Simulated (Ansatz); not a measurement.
# GaGeH10NSi2: a ladder of functionals and wavefunction methods

How much do the methods differ for GaGeH10NSi2? The plan is to run it at one geometry with functionals of several rungs and with coupled cluster. The yardstick is the atomisation energy at the CCSD(T) limit.

Program: Ansatz 0.2.0, Gaussian basis. Level of theory: functionals in def2-TZVPP, the program's frozen cores in correlated methods. These are calculated values, not measurements.

The runs, in order: LDA (SPW92), PBE-D4, revPBE-D4, BLYP-D4, r2SCAN-D4, B97M-V, PBE0-D4, B3LYP-D4, r2SCANh-D4, r2SCAN0-D4, HSE06-D4, BHLYP-D4, CAM-B3LYP-D4, LC-ωPBE, ωB97X-V, ωB97M-V, B2PLYP, PBE-QIDH; CCSD(T)/def2-SVP; CCSD(T)/def2-TZVPP; MP2/def2-QZVPP; extrapolation to the limit; RPA on PBE.

## (1) Structure used throughout

All runs share one geometry, relaxed beforehand with PBE0-D4 in a triple-zeta def2 set.

15 atoms, charge 0, spin multiplicity 1.

Atoms are counted from 1 here; the program's logs count them from 0.

Bond lengths: Ga1–N2 1.850 Å, Ga1–H6 1.565 Å, Ga1–H7 1.560 Å, N2–Si3 1.719 Å, N2–H8 1.009 Å, Si3–Si4 2.352 Å, Si3–H9 1.493 Å, Si3–H10 1.492 Å, Si4–Ge5 2.384 Å, Si4–H11 1.488 Å, Si4–H12 1.490 Å, Ge5–H13 1.537 Å, Ge5–H14 1.565 Å, Ge5–H15 1.538 Å. Angles: N2–Ga1–H6 114.5°, N2–Ga1–H7 117.5°, H6–Ga1–H7 127.2°, Ga1–N2–Si3 125.6°, Ga1–N2–H8 116.8°, Si3–N2–H8 116.9°, N2–Si3–Si4 107.2°, N2–Si3–H9 114.5°, N2–Si3–H10 110.4°, Si4–Si3–H9 110.0°, Si4–Si3–H10 107.7°, H9–Si3–H10 106.9°, Si3–Si4–Ge5 105.6°, Si3–Si4–H11 114.4°, Si3–Si4–H12 112.4°, Ge5–Si4–H11 108.4°, Ge5–Si4–H12 107.6°, H11–Si4–H12 108.2° and more.

## (2) LDA

This LDA is Slater exchange with PW92 correlation.

Contents of in.yaml:

```yaml
crystal:
  periodic: [false, false, false]
  atoms:
    - {symbol: Ga, position_ang: [-1.319056, -1.175582, 1.167684]}
    - {symbol: N, position_ang: [0.520273, -1.369714, 1.119980]}
    - {symbol: Si, position_ang: [1.518310, -1.109818, -0.255481]}
    - {symbol: Si, position_ang: [0.457723, 0.513981, -1.586256]}
    - {symbol: Ge, position_ang: [-0.700534, 1.933828, -0.060869]}
    - {symbol: H, position_ang: [-2.016234, -1.241668, -0.231505]}
    - {symbol: H, position_ang: [-2.009443, -1.194922, 2.566420]}
    - {symbol: H, position_ang: [0.987547, -1.489917, 2.006397]}
    - {symbol: H, position_ang: [1.788752, -2.334375, -1.064968]}
    - {symbol: H, position_ang: [2.842645, -0.562590, 0.160090]}
    - {symbol: H, position_ang: [-0.526774, -0.034309, -2.557289]}
    - {symbol: H, position_ang: [1.431495, 1.357027, -2.335697]}
    - {symbol: H, position_ang: [-1.812308, 2.787974, -0.691072]}
    - {symbol: H, position_ang: [-1.418146, 1.076425, 1.034239]}
    - {symbol: H, position_ang: [0.255750, 2.843658, 0.728346]}
basis:
  gaussian: {orbitals: def2-TZVPP}
hamiltonian: {xc: lda}
output: {orbitals: {seedname: orbitals}}
```

Run with:

```console
$ ansatz run in.yaml --threads 2 --pin off --events-out ev --progress --plain --max-ram 22528MiB --backend cuda --devices 0, --max-vram 18GiB
```

Further steps of the session: PBE-D4 (GGA); revPBE-D4 (GGA); BLYP-D4 (GGA); r2SCAN-D4 (meta-GGA); B97M-V (meta-GGA); B3LYP-D4 (hybrid); r2SCANh-D4 (hybrid); r2SCAN0-D4 (hybrid); HSE06-D4 (hybrid); BHLYP-D4 (hybrid); CAM-B3LYP-D4 (range-separated); LC-ωPBE (range-separated); ωB97X-V (range-separated); ωB97M-V (range-separated); B2PLYP (double hybrid); PBE-QIDH (double hybrid); CCSD(T) in def2-SVP; CCSD(T) in def2-TZVPP; MP2 in def2-QZVPP; RPA on PBE orbitals.

Q: Predict the results of all the runs planned. Wanted: atomisation energy, CCSD(T)/CBS; farthest beyond LDA; mean size of error, GGA; mean size of error, meta-GGA; mean size of error, hybrid; mean size of error, range-separated; mean size of error, double hybrid; gap, smallest and largest; T1 diagnostic.

**Answer**, as computed:

| quantity | value |
| --- | --- |
| atomisation energy, CCSD(T)/CBS | 1023.9 kcal/mol |
| functionals within 10.2 kcal/mol (1.0 %) | r2SCAN-D4, B97M-V, B3LYP-D4, r2SCANh-D4, CAM-B3LYP-D4, ωB97X-V, ωB97M-V |
| farthest beyond LDA | revPBE-D4 (-31.2 kcal/mol) |
| mean size of error, GGA | 21.9 kcal/mol |
| mean size of error, meta-GGA | 5.4 kcal/mol |
| mean size of error, hybrid | 14.5 kcal/mol |
| mean size of error, range-separated | 8.7 kcal/mol |
| mean size of error, double hybrid | 21.1 kcal/mol |
| gap, smallest and largest | 4.20 eV (LDA (SPW92)), 11.04 eV (LC-ωPBE) |
| T1 diagnostic | 0.0136 |
| triples share of the correlation energy | 3.8 % |

**Reading.** LDA overbinds by 115.9 kcal/mol (11 %). PBE-D4 misses by -14.0 kcal/mol. Double hybrids carry the basis error of their MP2 part in triple zeta, and no dispersion term here, so their miss is partly the set-up's. The rungs meta-GGA, range-separated miss on average by less than the doubt on the reference (10.2 kcal/mol), so they tie. The reference freezes the cores and leaves out relativity and excitations past (T), and its outer-core shells are covered unevenly, so misses under about 10.2 kcal/mol can't be ranked. Hartree-Fock recovers 72 % of the binding; the rest is correlation. CCSD(T) in def2-SVP is off by -76.2 kcal/mol, which most functionals beat. The gap grows from 4.2 to 11.0 eV across the functionals, mostly with the share of exact exchange. Correlated methods include outer-core shells of Ga, Ge, which these sets cover unevenly.
